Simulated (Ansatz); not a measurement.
**SiH3Br (triplet): the correlation ladder, cc-pVDZ**

How much of the correlation energy of SiH3Br (triplet) does each wave-function method recover here?

Method: cc-pVDZ, core rule «outside noble gas», up to 19 orbitals frozen; program: Ansatz 0.2.0, Gaussian basis.

The runs, in order: UHF; CCSD(T) on ROHF; CCSD(T) on UHF; BCCD(T) on ROHF; CISD; CCSDT(Q) on ROHF; CCSDT(Q) on UHF; CASSCF and MRCISD+Q, 14 electrons in 11 orbitals; CASSCF and NEVPT2, 14 electrons in 11 orbitals.

15 further runs of the same task are left out: 1 for a known fault of the program, 6 that didn't finish, 8 set aside as unsound or not needed.

### 1 The geometry

The geometry is a PBE0/def2-TZVP stationary point (not a proven minimum) of the parent state, kept for this charge and spin. No spin-orbit coupling is included. The filled d shell of Br may be among the frozen orbitals whatever the setting's name suggests; the logs give the count.

5 atoms, charge 0, spin multiplicity 3.

Atoms are counted from 1 here; the program's logs count them from 0.

Bond lengths: Si1–Br2 2.220 Å, Si1–H3 1.481 Å, Si1–H4 1.481 Å, Si1–H5 1.481 Å. Angles: Br2–Si1–H3 108.4°, Br2–Si1–H4 108.4°, Br2–Si1–H5 108.4°, H3–Si1–H4 110.5°, H3–Si1–H5 110.5°, H4–Si1–H5 110.5°.

### 2 UHF

in.yaml reads:

```yaml
crystal:
  periodic: [false, false, false]
  atoms:
    - {symbol: Si, position_ang: [-1.584866, -0.010911, 0.003926]}
    - {symbol: Br, position_ang: [0.634735, 0.004370, -0.001572]}
    - {symbol: H, position_ang: [-2.062066, 1.390643, 0.006932]}
    - {symbol: H, position_ang: [-2.044541, -0.718097, 1.220754]}
    - {symbol: H, position_ang: [-2.050590, -0.714937, -1.212434]}
basis:
  gaussian: {orbitals: cc-pVDZ}
magnetization: {spin_polarized: true, initial_magnetization: 2}
hamiltonian: {xc: hf}
output: {orbitals: {seedname: orbitals}}
```

The run is started by

```sh
ansatz run in.yaml --threads 1 --pin off --events-out ev --progress --plain --max-ram 2393MiB
```

Further steps of the session: CCSD(T) on ROHF; CCSD(T) on UHF; BCCD(T) on ROHF; CISD; CCSDT(Q) on ROHF; CCSDT(Q) on UHF; CASSCF and MRCISD+Q, 14 electrons in 11 orbitals; CASSCF and NEVPT2, 14 electrons in 11 orbitals.

**Question.** What will the summary of the whole plan be? Wanted: UCCSDT(Q) below the RHF energy; RMP2 from UCCSDT(Q); UMP2 from UCCSDT(Q); RCCSD from UCCSDT(Q); RCCSD(T) from UCCSDT(Q); UCCSD(T) from UCCSDT(Q); RCCSDT(Q) from UCCSDT(Q); NEVPT2 valence from UCCSDT(Q); MRCISD+Q valence from UCCSDT(Q).

The runs gave:

| quantity | value |
| --- | --- |
| UCCSDT(Q) below the RHF energy | -7.2138 eV |
| RMP2 from UCCSDT(Q) | +1258.5 meV |
| UMP2 from UCCSDT(Q) | +1295.1 meV |
| RCCSD from UCCSDT(Q) | +214.2 meV |
| RCCSD(T) from UCCSDT(Q) | +48.9 meV |
| UCCSD(T) from UCCSDT(Q) | +47.5 meV |
| RCCSDT(Q) from UCCSDT(Q) | +3.1 meV |
| NEVPT2 valence from UCCSDT(Q) | +1506.9 meV |
| MRCISD+Q valence from UCCSDT(Q) | +86.7 meV |
| levels within 1 kcal/mol (43 meV) | RCCSDT, UCCSDT, RCCSDT(Q) |
| T1 diagnostic | 0.030 |
| effectively unpaired electrons | 2.02 |

What this shows: RCCSD(T) misses by +48.9 meV, 0.7 % of the correlation energy. One determinant dominates. Of the multireference levels listed MRCISD+Q valence comes nearest in total energy (+86.7 meV), which doesn't show that its space is the better one. These misses are within one basis, not against nature; the frozen cores of restricted and unrestricted runs differ, which can shift their rows.
